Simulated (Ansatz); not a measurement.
Molecular dynamics of Si

Input:

```yaml
accuracy: low
crystal:
  lattice:
    - [0.0, 5.605281, 5.605281]
    - [5.605281, 0.0, 5.605281]
    - [5.605281, 5.605281, 0.0]
  atoms:
    - { symbol: Si, position: [0.0, 0.0, 0.0] }
    - { symbol: Si, position: [0.125, 0.125, 0.125] }
    - { symbol: Si, position: [0.0, 0.0, 0.5] }
    - { symbol: Si, position: [0.125, 0.125, 0.625] }
    - { symbol: Si, position: [0.0, 0.5, 0.0] }
    - { symbol: Si, position: [0.125, 0.625, 0.125] }
    - { symbol: Si, position: [0.0, 0.5, 0.5] }
    - { symbol: Si, position: [0.125, 0.625, 0.625] }
    - { symbol: Si, position: [0.5, 0.0, 0.0] }
    - { symbol: Si, position: [0.625, 0.125, 0.125] }
    - { symbol: Si, position: [0.5, 0.0, 0.5] }
    - { symbol: Si, position: [0.625, 0.125, 0.625] }
    - { symbol: Si, position: [0.5, 0.5, 0.0] }
    - { symbol: Si, position: [0.625, 0.625, 0.125] }
    - { symbol: Si, position: [0.5, 0.5, 0.5] }
    - { symbol: Si, position: [0.625, 0.625, 0.625] }
basis:
  ecutwfc: 420.0
kpoints:
  mp_grid: { grid: [2, 2, 2] }
hamiltonian:
  xc: pbe
  dispersion: d3bj
scf:
  occupations: { method: fermi_dirac, width: 0.24 }
  lower_state_search: "off"
md:
  timestep: 1.5
  n_steps: 80
  ensemble: nvt_langevin
  temperature: 2800.0
  initial_velocities: maxwell_boltzmann
  seed: 135205
  friction: 0.02
```

Command:

```bash
$ ansatz run input.yaml --threads 1 --pin off --max-ram 3072MiB --backend cpu --events-out ev --progress --plain --runs-dir out
```

It starts from a structure without forces on its atoms.

Output, in part (warnings, step lines):

```
WARN: dispersion: an atom stands within reach of a switch of its C6 between two reference coordination numbers of its element: through that C6 alone, e_disp changes by 0.025 eV or more while the distances to its neighbours run over a stretch of 0.05 Å that contains this geometry (sites counted from …
md step     0: t =     0.00 fs  T =  2625.0 K  F+E_penalty+E_count = -10175.84821476 eV  E_kin = 5.428920 eV  (6 SCF iters)
md step     1: t =     1.50 fs  T =  2411.5 K  F+E_penalty+E_count = -10175.81545687 eV  E_kin = 4.987335 eV  (7 SCF iters)
md step     2: t =     3.00 fs  T =  2491.0 K  F+E_penalty+E_count = -10175.72344280 eV  E_kin = 5.151787 eV  (7 SCF iters)
md step     3: t =     4.50 fs  T =  2309.9 K  F+E_penalty+E_count = -10175.57985358 eV  E_kin = 4.777301 eV  (7 SCF iters)
md step     4: t =     6.00 fs  T =  2243.5 K  F+E_penalty+E_count = -10175.39567140 eV  E_kin = 4.639930 eV  (7 SCF iters)
md step     5: t =     7.50 fs  T =  2337.4 K  F+E_penalty+E_count = -10175.17955264 eV  E_kin = 4.834074 eV  (6 SCF iters)
md step     6: t =     9.00 fs  T =  2091.8 K  F+E_penalty+E_count = -10174.95467048 eV  E_kin = 4.326125 eV  (6 SCF iters)
md step     7: t =    10.50 fs  T =  1959.7 K  F+E_penalty+E_count = -10174.73616520 eV  E_kin = 4.053055 eV  (6 SCF iters)
[... lines left out ...]
md step    79: t =   118.50 fs  T =  1801.3 K  F+E_penalty+E_count = -10172.09146233 eV  E_kin = 3.725307 eV  (5 SCF iters)
md step    80: t =   120.00 fs  T =  2146.1 K  F+E_penalty+E_count = -10172.04213578 eV  E_kin = 4.438531 eV  (6 SCF iters)
```

The steps, from the saved trajectory:

```
time (fs)  T (K)  potential energy less start (eV)
      0.0   2625                             0.000
      3.0   2491                             0.125
      6.0   2244                             0.453
      9.0   2092                             0.894
     12.0   1944                             1.334
     15.0   1848                             1.818
     18.0   1862                             2.276
     21.0   1543                             2.748
     24.0   1370                             3.050
     27.0   1631                             3.233
     30.0   1782                             3.319
     33.0   1786                             3.390
     36.0   1555                             3.429
     39.0   1562                             3.465
     42.0   1941                             3.540
     45.0   1813                             3.606
     48.0   1781                             3.677
     51.0   1704                             3.649
     54.0   1991                             3.591
     57.0   2216                             3.601
     60.0   2564                             3.572
     63.0   2515                             3.576
     66.0   2241                             3.691
     69.0   2076                             3.872
     72.0   2038                             4.059
     75.0   1810                             4.237
     78.0   1530                             4.462
     81.0   1494                             4.684
     84.0   1329                             4.907
     87.0   1094                             5.104
     90.0   1097                             5.160
     93.0   1148                             5.063
     96.0   1434                             4.721
     99.0   1284                             4.408
    102.0   1623                             4.155
    105.0   1527                             3.973
    108.0   1521                             3.822
    111.0   1927                             3.740
    114.0   1923                             3.702
    117.0   1822                             3.722
    120.0   2146                             3.806
```

The run went to its last step. The mean temperature of the second half is 39 % below the set value. A run of 0.12 ps of so small a system gives no equilibrium averages. Limits of this set-up: coarse k mesh, low accuracy level.

Mean squared displacements from the first frame to the last, about the centre of mass: Si 0.17 Å².

Last frame:

```xyz
16
Lattice="0.0000 5.6053 5.6053 5.6053 0.0000 5.6053 5.6053 5.6053 0.0000" Properties=species:S:1:pos:R:3
Si 0.225 0.533 0.230
Si 1.682 1.760 1.838
Si 3.469 2.388 0.263
Si 4.313 4.332 1.119
Si 2.826 -0.181 3.079
Si 4.244 1.485 4.411
Si 5.690 2.808 3.222
Si 7.192 3.902 4.617
Si 0.145 3.148 3.103
Si 1.240 4.940 4.233
Si 3.013 5.739 2.553
Si 4.387 6.894 4.082
Si 2.967 2.819 5.787
Si 4.332 4.407 7.082
Si 5.807 5.488 5.753
Si 6.785 7.254 7.062
```

Time of the run: 8.1 min on 1 thread of Arm Neoverse V2, with other jobs on the host, peak memory 0.76 GiB.
